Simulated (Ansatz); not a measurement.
Consider vertical spin-state energies of CH6BFOSi, SMILES FBOC[SiH3] (the Python package of Ansatz (0.2.0)).

`ch6bfosi.py`
```python
"""Vertical spin-state energies of CH6BFOSi."""

import ansatz as az

geometry_ang = [
    ("F", (-0.254, -0.0511, 3.0857)),
    ("B", (0.0121, 0.6437, 1.8243)),
    ("O", (0.9557, 0.0376, 0.8857)),
    ("C", (0.3967, -0.7959, -0.0218)),
    ("Si", (-0.178, 0.1363, -1.5766)),
    ("H", (-0.4808, 1.7013, 1.5589)),
    ("H", (1.0667, -1.5846, -0.3423)),
    ("H", (-0.5158, -1.3344, 0.4021)),
    ("H", (-1.1585, 1.1943, -1.1586)),
    ("H", (1.0092, 0.7795, -2.1271)),
    ("H", (-0.7878, -0.7835, -2.5097)),
]
system = az.Crystal.molecule()
for symbol, xyz in geometry_ang:
    system = system.atom(symbol, xyz)

calculation = (
    system.calculation()
    .basis(gaussian="STO-3G")
    .correlation("MP2", electrons="valence")
)
found = {}
for unpaired in [0, 2]:
    summary = calculation.spin("collinear", total=unpaired).run().report
    s = unpaired / 2
    found[unpaired] = summary["free_energy_ev"]
    print(f"2S+1 = {unpaired + 1}: E = {found[unpaired]:.5f} eV, <S^2> = {abs(summary['mean_field']['state']['spin_squared']):.3f} (pure state {s * (s + 1):.2f})")
lowest = min(found, key=found.get)
for unpaired, e in found.items():
    print(f"multiplicity {unpaired + 1}: {96.485332 * (e - found[lowest]):.1f} kJ/mol above the lowest")
```

Which spin state is lowest at this geometry, and how far above lie the others?

In order: multiplicity 1 (+0.00 eV) and multiplicity 3 (+5.12 eV), all at the one geometry.

The run itself:

```console
$ python ch6bfosi.py
2S+1 = 1: E = -14231.39172 eV, <S^2> = 0.000 (pure state 0.00)
2S+1 = 3: E = -14226.27461 eV, <S^2> = 2.014 (pure state 2.00)
multiplicity 1: 0.0 kJ/mol above the lowest
multiplicity 3: 493.7 kJ/mol above the lowest
```

Reading the output:
- The settings weren't tested for convergence.
- The geometry is a force-field or estimated start, not a minimum of this method, and the basis set is short of its limit. All parts are taken at fixed geometry, without zero-point energy.
- S² is that of the Hartree-Fock reference.
- Timing: 1.6 s on 1 thread of Arm Neoverse V1, with other jobs on the host, peak memory 0.15 GiB.

(Lines on the test bed's own set-up are left out of the output.)
